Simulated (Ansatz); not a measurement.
A nudged elastic band was laid between two geometries of a periodic cell of 17 atoms, Zr8N9 (host ZrN, host structure Fm-3m, interstitial N).

Method: Ansatz, DFT PBEsol, scalar-relativistic, plane waves, PAW. Settings: PAW set soft_1, cutoff 420 eV, k mesh 4x4x4, fermi-dirac smearing 0.1 eV, no spin polarisation.

* movable images: 5
* climbing image: yes
* spring: 10.0 eV/Å²
* optimiser: quadratic models (default)
* start path: IDPP
* force threshold: 0.03 eV/Å
* iteration limit: 40
* end points: relaxed

First end point:

```xyz
17
Lattice="0.0000 4.5370 4.5370 4.5370 0.0000 4.5370 4.5370 4.5370 0.0000" Properties=species:S:1:pos:R:3
Zr -0.006 -0.003 -0.007
N 2.276 2.279 2.275
Zr 2.270 2.273 -0.007
N 4.524 4.527 2.276
Zr 2.270 -0.003 2.269
N 4.524 2.279 4.524
Zr 4.527 2.277 2.273
N 6.940 4.400 4.396
Zr -0.006 2.273 2.270
N 2.276 4.527 4.523
Zr 2.274 4.530 2.273
N 4.397 6.944 4.397
Zr 2.274 2.277 4.526
N 4.397 4.401 6.940
Zr 4.527 4.529 4.527
N 6.940 6.944 6.940
N 5.669 5.672 5.668
```

Last end point:

Only the atoms that move by more than 0.05 Å are listed.
```
N2 2.128 2.410 2.407
N8 6.792 4.530 4.527
N10 2.128 4.403 4.401
N12 4.672 6.947 4.401
N14 4.671 4.404 6.944
N16 6.792 6.820 6.816
N17 3.400 5.675 5.672
```

(1) Which bonds break or form, and what moves?

(2) Give the energies along the band, and the barrier.

(3) What is the geometry of the highest image?

Answers

(1) Contacts lost: Zr11–N17, Zr13–N17. Contacts made: Zr3–N17, Zr5–N17. The atom that moves furthest is N17, by 2.27 Å.

(2) The run converged. The highest image is number 5 of 0 to 6, 1.01 eV above the ends, which have the same energy within 2 meV. The profile has 2 maxima (images 2, 5) with wells between them (image 3): this band takes more than one step, which may be the mechanism or a detour left from its start path. By the program's own check the climbing image is a first-order saddle point (lowest curvatures found: -18.68 and 6.67 eV/Å²). Limits of this set-up: coarse k mesh, odd electron count without spin, PAW files made for another functional.

```tsv
image	path coordinate (Å)	energy (eV)	Zr11–N17 (Å)	Zr13–N17 (Å)	Zr3–N17 (Å)
0	0.00	0.00	1.98	1.98	3.76
1	0.67	0.90	2.41	1.99	3.31
2	1.35	0.95	2.99	2.04	2.89
3	2.02	0.88	3.47	2.34	2.21
4	2.69	0.93	3.72	2.99	2.01
5	3.37	1.01	3.71	3.38	1.97
6	3.89	0.00	3.76	3.76	1.98
```

(3) 
```xyz
17
Lattice="0.0000 4.5370 4.5370 4.5370 0.0000 4.5370 4.5370 4.5370 0.0000" Properties=species:S:1:pos:R:3
Zr -0.012 0.003 0.030
N 2.151 2.337 2.405
Zr 2.192 2.309 -0.038
N 4.581 4.529 2.280
Zr 2.336 0.052 2.220
N 4.532 2.248 4.561
Zr 4.595 2.309 2.364
N 6.814 4.529 4.513
Zr -0.012 2.241 2.269
N 2.152 4.404 4.471
Zr 2.252 4.504 2.304
N 4.608 6.860 4.485
Zr 2.288 2.241 4.567
N 4.623 4.404 6.942
Zr 4.595 4.445 4.499
N 6.814 6.833 6.816
N 3.668 5.921 5.425
```

Run time: 44 min on 4 threads of Arm Neoverse V2, with other jobs on the host, peak memory 3.3 GiB.
